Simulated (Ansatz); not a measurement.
**ZrC+ (quartet): wave-function methods side by side, def2-QZVPP**

One table from this session's results is given with a row withheld; the runs are named, their logs left out.

Computed with Ansatz 0.2.0, Gaussian basis. Level: def2-QZVPP, core rule «outside noble gas», up to 5 orbitals frozen.

The runs, in order: UHF; ROHF; CCSD(T) on UHF.

## The geometry

The geometry is a PBE0/def2-TZVP stationary point (not a proven minimum) of the parent state, kept for this charge and spin. No spin-orbit coupling is included. Elements past krypton take def2 core potentials.

2 atoms, charge 1, spin multiplicity 4.

Atoms are counted from 1 here; the program's logs count them from 0.

Bond lengths: Zr1–C2 1.755 Å.

Coordinates:

| atom | x (Å) | y (Å) | z (Å) |
| --- | --- | --- | --- |
| Zr1 | 0.0000 | 0.0000 | 0.0000 |
| C2 | 0.0000 | 0.0000 | 1.7546 |

The first run:

in.yaml

```yaml
crystal:
  periodic: [false, false, false]
  atoms:
    - {symbol: Zr, position_ang: [0.000000, 0.000000, 0.000000]}
    - {symbol: C, position_ang: [0.000000, 0.000000, 1.754600]}
basis:
  gaussian: {orbitals: "def2-QZVPP.json"}
total_charge: 1
magnetization: {spin_polarized: true, initial_magnetization: 3}
hamiltonian: {xc: hf}
output: {orbitals: {seedname: orbitals}}
```

Run with:

```
> ansatz run in.yaml --threads 1 --pin off --events-out ev --progress --plain --max-ram 4096MiB --backend cpu
```

Among the steps run: UHF; ROHF; CCSD(T) on UHF.

One table of the session follows, with a row left open; its other results are not shown here.

| method | from UCCSD(T) (kcal/mol) |
| --- | --- |
| ROHF | +131.96 |
| UHF | +126.15 |
| UMP2 | +16.27 |
| UCCSD | ? |
| UCCSD(T) | 0 |

Estimate the missing values for UCCSD.

**Answer.** from UCCSD(T) (kcal/mol): +7.53. In the column «from UCCSD(T) (kcal/mol)» it lies between UCCSD(T) (0) and UMP2 (+16.27).
